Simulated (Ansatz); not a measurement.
# GaAs: the cost of one run

All numbers are computed with the Python package of Ansatz 0.2.0. The levels of theory stand in the script.

## Step 1: The system

It takes space group F-43m (No. 216, cubic). Conventional cell: a = 5.654 Å, b = 5.654 Å, c = 5.654 Å, α = 90.00°, β = 90.00°, γ = 90.00°. Around Ga (site symmetry -43m) lie 4 As at 2.45 Å. Around As (site symmetry -43m) lie 4 Ga at 2.45 Å.

No structure file is read: the coordinates are typed or built in the script.

## Step 2: Script

gaas.py reads:

```python
'''Dielectric-dependent hybrid for GaAs.'''

import ansatz as az
import numpy as np
from pymatgen.core import Lattice, Structure
from pymatgen.io.ase import AseAtomsAdaptor

SCF_TOL = 1e-10
SMEARING = 'fixed'


def count_gap(report):
    # lowest empty less highest filled band, counting bands; zero where they overlap
    return max(report.get('gap_by_band_count_ev') or 0.0, 0.0)


def main() -> None:
    pmg_structure = Structure(
        Lattice([[0.0, 2.82685, 2.82685], [2.82685, 0.0, 2.82685], [2.82685, 2.82685, 0.0]]),
        ['Ga', 'As'],
        [
            [0.0, 0.0, 0.0],
            [0.25, 0.25, 0.25],
        ],
    )
    structure = az.Crystal.from_ase(AseAtomsAdaptor.get_atoms(pmg_structure))

    setup = (
        structure.calculation()
        .basis(19 * az.Ha)
        .kpoints(4, center='gamma')
        .scf(tolerance=SCF_TOL)
        .occupations(SMEARING)
        .band_table()
    )
    semilocal = setup.functional('pbe').run().report
    hybrid = setup.functional(exchange='pbe', correlation='pbe', exact_fraction='inverse_dielectric').run().report
    alpha = hybrid['hybrid']['exact_exchange_fraction']
    print(f'fraction of exact exchange {alpha:.4f}, so eps_inf = {1 / alpha:.2f}')
    print(f'gap by band count: {count_gap(semilocal):.3f} eV semilocal, {count_gap(hybrid):.3f} eV hybrid')


if __name__ == '__main__':
    main()
```

## Step 3: The calls as engine input

The engine receives this input (first run):

```yaml
crystal:
  lattice:
    - [0.0, 2.82685, 2.82685]
    - [2.82685, 0.0, 2.82685]
    - [2.82685, 2.82685, 0.0]
  atoms:
    - { symbol: Ga, position: [0.0, 0.0, 0.0] }
    - { symbol: As, position: [0.25, 0.25, 0.25] }
basis:
  ecutwfc: 517.016338673772
kpoints:
  mp_grid:
    grid: [4, 4, 4]
    shift: [0.0, 0.0, 0.0]
hamiltonian:
  xc: pbe
scf:
  convergence:
    dr2_threshold: 1.0e-10
  occupations:
    method: fixed
output:
  eigenvalues: true
```

## Step 4: Launch

Run with:

```sh
$ python gaas.py
```

What time and memory should one allow on 1 thread of Arm Neoverse V2, shared host?

About 35 s, with a peak of 1.1 GiB.
